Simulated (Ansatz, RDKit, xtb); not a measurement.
**C5H7NO: which of the isomers drawn lies lowest?**

A sample of isomers of C5H7NO is drawn. Aim: find which of them has the lowest free energy at 298.15 K, then its properties. The sample is small against all isomers, and the most stable one of this formula need not be in it.

Plan: many cheap relaxations first (GFN2-xTB), then density-functional screening, relaxation at r2SCAN-D4/def2-SVP, vibrations (at GFN2-xTB) and a final energy. The numbers are computed, not measured.

### 1 Candidates

Isomers were taken from a list of plausible structures; this is a sample, not all of them. That gives 4 candidates.

```tsv
label	SMILES	spin
c245	N/C(O)=C1\C=CC1	singlet
c648	N=C(O)[C@@H]1C=CC1	singlet
c758	N/C(O)=C1/C=CC1	singlet
c968	NC(=O)[C@@H]1C=CC1	singlet
```

Candidates are built by distance geometry, with a force field where one applies, in up to four conformers (letters a to d).

**Question.** With final energies at CCSD(T)/def2-SVP + MP2/def2-TZVPP - MP2/def2-SVP, which structure will this search put lowest in free energy, and by what margin?

| quantity | value |
| --- | --- |
| lowest structure found | NC(=O)[C@@H]1C=CC1, singlet |
| next finalist | N=C(O)[C@@H]1C=CC1, singlet, 10.5 kcal/mol higher in G |
| share at equilibrium, among the finalists | 100.0 % |

The lowest structure found is `NC(=O)[C@@H]1C=CC1`. The margin of 10.5 kcal/mol over the next finalist is beyond the usual error of the last level; it says nothing of structures that weren't ranked. GFN2-xTB, HF/STO-3G, r2SCAN-D4/def2-SVP, r2SCAN-D4/def2-SVP, relaxed, HF/def2-SVP and MP2/def2-SVP already put its bonding pattern lowest among the structures in one piece. One minimum inside the window was never screened. The search is not exhaustive (a finite list of starts, one conformer a finalist), so a lower isomer can't be ruled out. Only 4 drawn patterns were tried, so whole families of isomers are missing, and the result ranks this sample alone.
